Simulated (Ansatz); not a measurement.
# 96-atom supercell of baddeleyite HfO2 with displaced atoms

Wanted: forces and gap of one displaced snapshot at several levels (PBEsol and PBE0).

All numbers are computed with Ansatz 0.2.0 (PAW, plane waves).

**1. Starting point**

96 atoms (32 Hf, 64 O); a = 10.192 Å, b = 10.353 Å, c = 10.541 Å, α = 90.00°, β = 99.61°, γ = 90.00°. All atoms were shaken off their sites by about 0.06 Å along each axis.

Plan of the steps: (2) PBEsol single point at the single k point (¼, ¼, ¼), on 1 × NVIDIA H100 80GB HBM3 with 4 threads of AMD EPYC 7R13; (3) PBE0 single point at the single k point (¼, ¼, ¼), on 1 × NVIDIA H100 80GB HBM3 with 4 threads of AMD EPYC 7R13.

**2. PBEsol on the given atoms**

in.yaml reads:

```yaml
crystal:
  lattice:
    - [10.192033, 0.000000, -0.028122]
    - [0.000000, 10.353053, 0.000000]
    - [-1.730651, 0.000000, 10.398275]
  atoms:
    - { symbol: Hf, position: [0.145807, 0.008865, 0.106914] }
    - { symbol: Hf, position: [0.134193, 0.029591, 0.602469] }
    - { symbol: Hf, position: [0.140992, 0.509729, 0.102182] }
    - { symbol: Hf, position: [0.131954, 0.528523, 0.606028] }
    - { symbol: Hf, position: [0.647308, 0.012179, 0.095812] }
    - { symbol: Hf, position: [0.633440, 0.015585, 0.595031] }
    - { symbol: Hf, position: [0.643708, 0.521367, 0.104379] }
    - { symbol: Hf, position: [0.651290, 0.526962, 0.596463] }
    - { symbol: Hf, position: [0.354400, 0.264597, 0.149691] }
    - { symbol: Hf, position: [0.354607, 0.272322, 0.641062] }
    - { symbol: Hf, position: [0.359995, 0.761975, 0.140682] }
    - { symbol: Hf, position: [0.360358, 0.769673, 0.648757] }
    - { symbol: Hf, position: [0.865579, 0.272374, 0.145690] }
    - { symbol: Hf, position: [0.843540, 0.274082, 0.640008] }
    - { symbol: Hf, position: [0.858979, 0.766520, 0.139685] }
    - { symbol: Hf, position: [0.869023, 0.771879, 0.645969] }
    - { symbol: Hf, position: [0.361436, 0.482670, 0.398711] }
    - { symbol: Hf, position: [0.360676, 0.477603, 0.892045] }
    - { symbol: Hf, position: [0.368359, 0.978946, 0.399599] }
    - { symbol: Hf, position: [0.369940, 0.987922, 0.893400] }
    - { symbol: Hf, position: [0.854424, 0.481211, 0.388171] }
    - { symbol: Hf, position: [0.862475, 0.475732, 0.893451] }
    - { symbol: Hf, position: [0.857918, 0.975301, 0.402852] }
    - { symbol: Hf, position: [0.853820, 0.974921, 0.889812] }
    - { symbol: Hf, position: [0.137718, 0.218326, 0.355052] }
    - { symbol: Hf, position: [0.140789, 0.233382, 0.851153] }
    - { symbol: Hf, position: [0.142351, 0.720072, 0.354873] }
    - { symbol: Hf, position: [0.143574, 0.733829, 0.850762] }
    - { symbol: Hf, position: [0.636587, 0.215762, 0.359299] }
    - { symbol: Hf, position: [0.639254, 0.224370, 0.864718] }
    - { symbol: Hf, position: [0.636942, 0.731854, 0.346059] }
    - { symbol: Hf, position: [0.646138, 0.726618, 0.852791] }
    - { symbol: O, position: [0.045338, 0.167279, 0.176153] }
    - { symbol: O, position: [0.034131, 0.159682, 0.678139] }
    - { symbol: O, position: [0.031631, 0.660420, 0.162742] }
    - { symbol: O, position: [0.035041, 0.667888, 0.664933] }
    - { symbol: O, position: [0.533526, 0.167658, 0.174273] }
    - { symbol: O, position: [0.538624, 0.157087, 0.667464] }
    - { symbol: O, position: [0.537229, 0.664152, 0.156849] }
    - { symbol: O, position: [0.536328, 0.668762, 0.676335] }
    - { symbol: O, position: [0.463429, 0.411996, 0.078002] }
    - { symbol: O, position: [0.468489, 0.419710, 0.576946] }
    - { symbol: O, position: [0.453384, 0.921626, 0.078574] }
    - { symbol: O, position: [0.465054, 0.920266, 0.578939] }
    - { symbol: O, position: [0.968770, 0.417792, 0.080563] }
    - { symbol: O, position: [0.967375, 0.419463, 0.570983] }
    - { symbol: O, position: [0.962255, 0.921043, 0.071080] }
    - { symbol: O, position: [0.967093, 0.923409, 0.579948] }
    - { symbol: O, position: [0.459976, 0.318006, 0.327523] }
    - { symbol: O, position: [0.473585, 0.338344, 0.838612] }
    - { symbol: O, position: [0.452906, 0.824015, 0.339082] }
    - { symbol: O, position: [0.467183, 0.839073, 0.824620] }
    - { symbol: O, position: [0.971472, 0.333147, 0.326281] }
    - { symbol: O, position: [0.964401, 0.345195, 0.834421] }
    - { symbol: O, position: [0.962188, 0.832437, 0.332849] }
    - { symbol: O, position: [0.965416, 0.837587, 0.827884] }
    - { symbol: O, position: [0.030433, 0.076502, 0.411900] }
    - { symbol: O, position: [0.031080, 0.083972, 0.925910] }
    - { symbol: O, position: [0.033422, 0.584107, 0.414665] }
    - { symbol: O, position: [0.023535, 0.580510, 0.919895] }
    - { symbol: O, position: [0.536544, 0.084151, 0.415494] }
    - { symbol: O, position: [0.537058, 0.075635, 0.915439] }
    - { symbol: O, position: [0.540515, 0.583414, 0.418520] }
    - { symbol: O, position: [0.542202, 0.575696, 0.927415] }
    - { symbol: O, position: [0.225206, 0.384692, 0.239100] }
    - { symbol: O, position: [0.225706, 0.379486, 0.738450] }
    - { symbol: O, position: [0.215965, 0.876600, 0.233167] }
    - { symbol: O, position: [0.221591, 0.888849, 0.744059] }
    - { symbol: O, position: [0.721615, 0.382775, 0.238557] }
    - { symbol: O, position: [0.713954, 0.368873, 0.735886] }
    - { symbol: O, position: [0.729696, 0.885030, 0.237061] }
    - { symbol: O, position: [0.733337, 0.883202, 0.733670] }
    - { symbol: O, position: [0.276695, 0.134475, 0.013950] }
    - { symbol: O, position: [0.270797, 0.128611, 0.509814] }
    - { symbol: O, position: [0.281382, 0.627903, 0.013472] }
    - { symbol: O, position: [0.277649, 0.633278, 0.516138] }
    - { symbol: O, position: [0.770645, 0.126075, 0.010334] }
    - { symbol: O, position: [0.780413, 0.134790, 0.512109] }
    - { symbol: O, position: [0.771133, 0.629417, 0.008513] }
    - { symbol: O, position: [0.777840, 0.628741, 0.513787] }
    - { symbol: O, position: [0.275819, 0.129047, 0.256812] }
    - { symbol: O, position: [0.266770, 0.115710, 0.757083] }
    - { symbol: O, position: [0.270015, 0.613242, 0.256261] }
    - { symbol: O, position: [0.280541, 0.626208, 0.755277] }
    - { symbol: O, position: [0.779403, 0.127202, 0.250051] }
    - { symbol: O, position: [0.775595, 0.112840, 0.763529] }
    - { symbol: O, position: [0.769078, 0.623926, 0.254694] }
    - { symbol: O, position: [0.772271, 0.626762, 0.761814] }
    - { symbol: O, position: [0.227047, 0.365913, 0.500644] }
    - { symbol: O, position: [0.216006, 0.381213, 0.983791] }
    - { symbol: O, position: [0.226165, 0.876445, 0.488440] }
    - { symbol: O, position: [0.226060, 0.874636, 0.994235] }
    - { symbol: O, position: [0.718178, 0.358054, 0.486249] }
    - { symbol: O, position: [0.725721, 0.363776, 0.994841] }
    - { symbol: O, position: [0.721655, 0.884490, 0.499822] }
    - { symbol: O, position: [0.718353, 0.870052, 0.977578] }
  symmetry: { detect: false }
kpoints:
  mp_grid: { grid: [1, 1, 1], shift: [0.25, 0.25, 0.25] }
hamiltonian:
  xc: pbesol
scf:
  occupations: { method: fermi_dirac, width: 0.01 }
output:
  forces: true
  eigenvalues: true
  stress: true
  populations: true
  eigenstates: { kpoints: [[0.25, 0.25, 0.25]], e_range: [-6.0, 6.0], localisation: true }
```

The run is started by

```sh
$ ansatz run in.yaml --threads 4 --pin off --max-ram 61750MiB --runs-dir r --events-out ev --progress --plain --backend cuda --devices 0, --max-vram 37GiB
```

The log of the run:

```text
Pseudopotentials: kind: paw
Functional definition: PBEsol
  exchange = pbesol_x
  correlation = pbesol_c
Crystal: 96 atoms, lattice volume = 1096.708 Å³
Basis set: ecut = 420 eV, 21483 PW (Γ), exchange–correlation on 144×144×144 points (8 copies of the dense FFT grid, shifted against one another)
Bands: 730, of which v1, the nominal top of the filled ones, is band 608 counted from 1 (607 counted from 0)
Symmetry: 1 space group operations
k-points: 1
Non-local potential: Hf, projectors of the file, l = 0: 3, l = 1: 2, l = 2: 2, l = 3: 3
Non-local potential: O, projectors of the file, l = 0: 2, l = 1: 2, l = 2: 1
PAW form: soft (Blöchl's): semilocal exchange-correlation on the pseudo side does not see the compensation charge
PAW frozen core: Hf, regenerated for the run's functional, and the local potential with it (the file was generated under x = pbe(κ = 0.804, μ = 0.2195149727645171), c = pbe(β = 0.06672455060314922))
PAW frozen core: O, regenerated for the run's functional, and the local potential with it (the file was generated under x = pbe(κ = 0.804, μ = 0.2195149727645171), c = pbe(β = 0.06672455060314922))
PAW one-centre angular grid: Hf, 590 points (default); XC on 64 Gauss nodes
PAW one-centre angular grid: O, 110 points (default); XC on 64 Gauss nodes
Initial density: superposition of atomic densities (neutral atoms: chi_scale 0, normalization atom), corrected by the library's trained network
Initial wavefunctions: pseudopotential atomic-orbital guess
Functional: x = pbesol(κ = 0.804, μ = 0.12345679012345678), c = pbesol(β = 0.046)
SCF iter   1: F=—  HF=-535201.431515 eV  |F-HF|=—  |Δ(HF+E_count)|=         —  Δρ=1.88e-2  dr2=3.21e0  ethr=1.77e-3  ⟨swp⟩=6.0  Hψ=2204  notcnv=0  defer=105
preconditioner: auto → Resta (q_TF=auto, 2.776 Å⁻¹)  ε∞=5.5  [insulator: Δε(μ)=3.254 eV  Ē_g=17.935 eV  σ=0.010 eV  W_gap=1.00  n_scr=410 (ndim 8)  ℏωp=38.1 eV  f_vac=0.075  D(μ)=0.00/eV (n_scr^D=0)  ε∞_Penn≈5.5]
SCF iter   2: F=—  HF=-535200.633365 eV  |F-HF|=—  |Δ(HF+E_count)|=   7.98e-1  Δρ=3.22e-3  dr2=5.48e-2  ethr=2.64e-4  ⟨swp⟩=2.0  Hψ=1297  notcnv=0  defer=117
SCF iter   3: F=—  HF=-535200.637777 eV  |F-HF|=—  |Δ(HF+E_count)|=   4.41e-3  Δρ=1.61e-3  dr2=1.84e-2  ethr=4.50e-6  ⟨swp⟩=2.0  Hψ=1056  notcnv=0  defer=117
SCF iter   4: F=—  HF=-535200.646215 eV  |F-HF|=—  |Δ(HF+E_count)|=   8.44e-3  Δρ=7.38e-4  dr2=4.63e-3  ethr=1.51e-6  ⟨swp⟩=2.0  Hψ=1219  notcnv=0  defer=117
SCF iter   5: F=—  HF=-535200.634606 eV  |F-HF|=—  |Δ(HF+E_count)|=   1.16e-2  Δρ=1.88e-4  dr2=3.85e-4  ethr=3.80e-7  ⟨swp⟩=2.0  Hψ=1221  notcnv=0  defer=117
SCF iter   6: F=—  HF=-535200.634801 eV  |F-HF|=—  |Δ(HF+E_count)|=   1.96e-4  Δρ=9.56e-5  dr2=9.60e-5  ethr=3.17e-8  ⟨swp⟩=2.0  Hψ=1221  notcnv=0  defer=117
SCF iter   7: F=—  HF=-535200.644113 eV  |F-HF|=—  |Δ(HF+E_count)|=   9.31e-3  Δρ=2.53e-5  dr2=7.49e-6  ethr=7.89e-9  ⟨swp⟩=2.0  Hψ=1331  notcnv=0  defer=117
SCF iter   8: F=—  HF=-535200.644116 eV  |F-HF|=—  |Δ(HF+E_count)|=   3.79e-6  Δρ=1.04e-5  dr2=1.23e-6  ethr=6.16e-10  ⟨swp⟩=2.0  Hψ=1221  notcnv=0  defer=117
SCF iter   9: F=—  HF=-535200.644117 eV  |F-HF|=—  |Δ(HF+E_count)|=   2.45e-7  Δρ=6.71e-6  dr2=4.40e-7  ethr=1.01e-10  ⟨swp⟩=2.0  Hψ=1220  notcnv=0  defer=117
SCF iter  10: F=-535200.644117 eV  HF=-535200.644117 eV  |F-HF|=3.03e-9  |Δ(HF+E_count)|=   7.71e-8  Δρ=1.83e-6  dr2=4.61e-8  ethr=8.22e-12  ⟨swp⟩=9.0  Hψ=3607  notcnv=0
SCF 1 converged in 10 iterations: F = -535200.644117 eV  dr2 = 4.61e-8
NSCF: frozen V_eff on 1 k-points
SCF converged after 10 iterations
Free energy (F): -535200.644117 eV
Harris-Foulkes:  -535200.644117 eV  (|F-HF|=3.03e-9)
Internal energy: -535200.644117 eV  (E = F + TS)
E sigma→0 (E₀):  -535200.644117 eV
Fermi energy:    16.296250 eV
--- Per-component energies (eV) ---
  E_band       = 161.357921
  E_kinetic    = 24728.442430
  E_local      = -197069.264894  (includes V_loc(G=0)·N_el)
  E_nonlocal   = -36488.657675
  E_hartree    = 90163.980349
  E_xc         = -14199.461802
  E_vxc        = -14510.731525  (∫ρ·V_xc dr)
  E_paw        = -227587.924801  (= ΣΔE_a)
  E_vpaw       = 43173.413167  (= ΣTr[D̂ρ^β])
  E_aug_tail   = 0.158538  (compensation charges beyond the density's cutoff)
  E_ewald      = -174790.209618
  E_core_change = 42.293357  (= ΣΔE_core)
  E_smearing   = -0.000000  (= −TS)
  E_closure    = 0.000000  (closes the sum)
  Σ components = -535200.644117   (vs F -535200.644117, Δ=0.00e0)
--- Forces (eV/Å), atoms counted from 1 ---
  atom   1  Hf    -1.77651923     2.87260011    -1.79230811
  atom   2  Hf     0.64910452    -1.57523204     0.08966922
  atom   3  Hf    -0.55668833     1.66755742    -0.21832071
  atom   4  Hf     1.61425370    -2.55298275    -1.32138909
  atom   5  Hf    -2.27458547     2.12535357     1.74117279
  atom   6  Hf     0.51878487     1.66795439     3.57536233
  atom   7  Hf    -1.48841301    -2.37503293    -1.17301369
  atom   8  Hf    -3.94333790    -1.59390080     2.20547731
  atom   9  Hf     2.21159220     1.69627561    -0.58197190
  atom  10  Hf     2.50665736    -0.03034204     0.92530177
  atom  11  Hf    -0.26709300     1.69320084     0.36972676
  atom  12  Hf     0.68394455     1.69548691     0.09527966
  atom  13  Hf     0.28550265    -0.95862887     0.62818975
  atom  14  Hf     2.56119469    -0.82129305     1.93945944
  atom  15  Hf     2.54918833     0.93753659     0.63497807
  atom  16  Hf    -1.05008088     1.79723968     0.53377615
  atom  17  Hf     0.63285557    -2.54860587    -0.05259389
  atom  18  Hf     1.43803264    -0.00989779     1.71424992
  atom  19  Hf    -2.35500567    -0.08857024    -0.87342070
  atom  20  Hf    -2.47739011    -1.75111008     0.36895090
  atom  21  Hf     1.58721272    -1.96230832     0.05566363
  atom  22  Hf    -1.51468096     0.76347617     1.18485603
  atom  23  Hf     1.75947776     1.06083117    -1.94750419
  atom  24  Hf     2.36983466     1.86499021     0.66880800
  atom  25  Hf    -0.25931778     1.66783459    -0.59770376
  atom  26  Hf    -1.94636876    -1.71247842     1.23098969
  atom  27  Hf    -0.72377716     2.52233460    -1.08405993
  atom  28  Hf    -0.95269309     0.40144437     1.54460634
  atom  29  Hf     1.20988742     3.22404451    -3.98776005
  atom  30  Hf     0.34187810     0.77478280    -2.28823664
  atom  31  Hf    -0.95011829     0.35107101     0.32072173
  atom  32  Hf    -2.74845488    -0.44440169    -0.34936495
  atom  33  O     -1.00500675    -0.03709460    -0.85647894
  atom  34  O     -1.69970696     2.09514637    -0.35496550
  atom  35  O     -0.50959022     1.04074839     0.95761927
  atom  36  O     -0.30159117     1.17500616     1.15688307
  atom  37  O      0.88279625    -1.34463738    -0.78709600
  atom  38  O     -1.64593931     1.88460492     0.55243028
  atom  39  O     -1.08973451     2.12606556     2.06180412
  atom  40  O      0.24286116    -0.50610012    -1.12413048
  atom  41  O     -0.12957814     0.59199555    -0.08274114
  atom  42  O      0.01348314     0.05605829    -0.00074768
  atom  43  O      1.50358633    -0.18963904     0.56885032
  atom  44  O     -0.50381058    -0.54183959    -0.29613770
  atom  45  O     -0.98644953    -0.32972223    -0.31858528
  atom  46  O     -1.65773138    -0.68358217     0.42288696
  atom  47  O     -0.97566541    -1.45626774     1.15249947
  atom  48  O     -0.90851420    -1.24017460     0.04349969
  atom  49  O     -0.32327158     1.79037363     1.61071264
  atom  50  O     -0.63717628    -1.14901628    -1.36750204
  atom  51  O      1.70754462    -0.98537504    -1.07460406
  atom  52  O      0.16978214    -0.55361154     0.19685455
  atom  53  O     -1.19559401     0.97338360     0.29887009
  atom  54  O      1.35073727    -2.44206526    -1.96898484
  atom  55  O      0.24200195    -0.97556453    -0.40816032
  atom  56  O      1.28050415    -1.64975701    -0.64805829
  atom  57  O     -0.01891876     0.15191089     0.99804333
  atom  58  O      0.66701324     0.73033167    -0.61683126
  atom  59  O     -0.43066974    -0.65312626     0.66054306
  atom  60  O      2.26384778     1.92760100    -0.66520517
  atom  61  O     -1.54069680    -2.74604074     1.19270425
  atom  62  O      0.82289395     0.54219589     0.47606184
  atom  63  O      0.08865265     0.14906702    -0.41655050
  atom  64  O     -0.41561494     0.96668045    -1.57913719
  atom  65  O     -0.07294884    -0.97746517     1.09721829
  atom  66  O     -0.24048516     0.37173802     0.10858908
  atom  67  O      0.90758362    -1.32086322     1.70576195
  atom  68  O      0.01289179    -1.59482094    -0.39149725
  atom  69  O      0.84365246    -0.09924021     0.76271095
  atom  70  O      0.53407216     1.39268540    -0.13875417
  atom  71  O     -0.97914876    -1.15394295     0.43016307
  atom  72  O     -0.93788037    -1.34852020     0.20595180
  atom  73  O     -0.11364083    -0.69277317    -1.56581391
  atom  74  O      0.82041212     0.00377191    -0.06958259
  atom  75  O     -0.68740290    -0.02963553    -1.50709631
  atom  76  O     -0.31166397    -0.99386601    -1.35981172
  atom  77  O      0.70821958    -0.01940901    -0.21295003
  atom  78  O     -0.20816957    -1.51355126    -0.62885417
  atom  79  O      0.91476494     0.25234381     0.25462962
  atom  80  O      1.14179257     0.94700268    -1.59007423
  atom  81  O      0.26611091    -2.32999208     1.58384264
  atom  82  O      1.36262714     1.76735507     0.29776699
  atom  83  O      0.71405131     1.13190878     0.71163782
  atom  84  O     -0.93939251    -0.33030205     0.92472535
  atom  85  O     -0.59311550    -1.18785868     1.47373901
  atom  86  O     -0.15212729     1.83461127    -0.84112413
  atom  87  O      0.66172122     0.30697920     0.97048003
  atom  88  O      1.49189026    -1.22276177    -1.02053100
  atom  89  O     -0.19821058     0.95848504    -1.55561098
  atom  90  O      0.49549216    -0.96148846    -0.34083184
  atom  91  O     -0.04762889    -0.96016233    -0.05675345
  atom  92  O     -0.09227213    -1.41512967    -1.40072709
  atom  93  O      0.49481604     2.72527650     0.40555801
  atom  94  O      0.47941566     0.57995012    -0.33035633
  atom  95  O      0.86276851    -3.27033193    -2.77237336
  atom  96  O     -0.03349906     0.07318032     1.50605619
  max |Σ_I F_I| component: 4.16e-5 eV/Å
--- Stress (GPa, compression-positive) ---
        1.901076       0.255688      -0.287092
        0.255688       3.549836       0.316985
       -0.287092       0.316985       2.857995
  P = ⅓ Tr σ = 2.7696 GPa (27.696 kbar)
--- Band table (eV) ---
  k-point 0: bands = [... 596 lower levels ..., "13.8292", "13.8734", "13.8872", "13.9589", "13.9867", "14.0553", "14.0878", "14.1585", "14.2185", "14.2862", "14.5186", "14.5643", "18.0281", "18.1134", "18.2453", "18.3315", "18.4218", "18.5774", "18.6189", "18.7414", "18.7547", "18.7797", "18.8377", "18.8773", ... 110 higher levels ...]
--- Löwdin populations: 96 sites ---
  site symbol       q [e]
     0     Hf     24.6303
     1     Hf     24.6629
     2     Hf     24.6585
     3     Hf     24.6389
     4     Hf     24.6339
     5     Hf     24.6902
     6     Hf     24.6706
     7     Hf     24.6417
     8     Hf     24.6679
     9     Hf     24.6189
    10     Hf     24.6273
    11     Hf     24.6310
    12     Hf     24.6154
    13     Hf     24.6241
    14     Hf     24.6281
    15     Hf     24.6303
    16     Hf     24.5967
    17     Hf     24.6442
    18     Hf     24.6181
    19     Hf     24.6343
    20     Hf     24.6185
    21     Hf     24.6934
    22     Hf     24.6654
    23     Hf     24.6779
    24     Hf     24.6651
    25     Hf     24.6192
    26     Hf     24.6340
    27     Hf     24.5960
    28     Hf     24.6752
    29     Hf     24.6325
    30     Hf     24.6027
    31     Hf     24.6479
    32      O      6.6271
    33      O      6.6153
    34      O      6.6368
    35      O      6.5746
    36      O      6.6466
    37      O      6.6635
    38      O      6.5985
    39      O      6.6264
    40      O      6.6587
    41      O      6.6334
    42      O      6.6482
    43      O      6.5893
    44      O      6.5997
    45      O      6.6319
    46      O      6.6274
    47      O      6.5924
    48      O      6.6374
    49      O      6.6118
    50      O      6.6261
    51      O      6.6375
    52      O      6.6158
    53      O      6.5923
    54      O      6.6433
    55      O      6.5940
    56      O      6.5904
    57      O      6.6637
    58      O      6.5991
    59      O      6.6382
    60      O      6.5493
    61      O      6.5638
    62      O      6.6086
    63      O      6.6263
    64      O      6.6468
    65      O      6.6475
    66      O      6.6469
    67      O      6.6616
    68      O      6.6495
    69      O      6.6380
    70      O      6.6499
    71      O      6.6457
    72      O      6.6580
    73      O      6.6397
    74      O      6.6403
    75      O      6.6449
    76      O      6.6240
    77      O      6.6323
    78      O      6.6362
    79      O      6.6367
    80      O      6.6392
    81      O      6.6436
    82      O      6.6450
    83      O      6.6480
    84      O      6.6677
    85      O      6.6481
    86      O      6.6305
    87      O      6.6414
    88      O      6.6581
    89      O      6.6377
    90      O      6.6792
    91      O      6.6379
    92      O      6.6260
    93      O      6.6477
    94      O      6.6443
    95      O      6.6241
  spilling = 0.002570 (of n_electrons = 1216.000000)
```

It took 35 s on 1 × NVIDIA H100 80GB HBM3 with 4 threads of AMD EPYC 7R13, shared host; peak host memory 1.9 GiB.

Top filled level 14.564 eV, lowest empty level 18.028 eV: 3.46 eV apart at the single k point (¼, ¼, ¼).

The states next to the gap (eigenstates.tsv), from the top filled level:

```csv
level (eV),spin,filling,atoms sharing it,main element,its share,largest atom
-0.35,both,2.00,18.0,O,0.95,O49 (0.12)
-0.28,both,2.00,9.5,O,0.94,O58 (0.29)
-0.05,both,2.00,4.7,O,0.96,O58 (0.43)
0.00,both,2.00,5.0,O,0.96,O41 (0.36)
3.46,both,0.00,23.1,Hf,0.59,Hf31 (0.15)
3.55,both,0.00,12.7,Hf,0.59,Hf31 (0.24)
3.68,both,0.00,22.2,Hf,0.58,Hf28 (0.16)
3.77,both,0.00,24.2,Hf,0.58,Hf31 (0.12)
```

Root-mean-square force by element: Hf 2.85, O 1.87 eV/Å; the largest is 5.27 eV/Å.

[end of part 1 of 2]
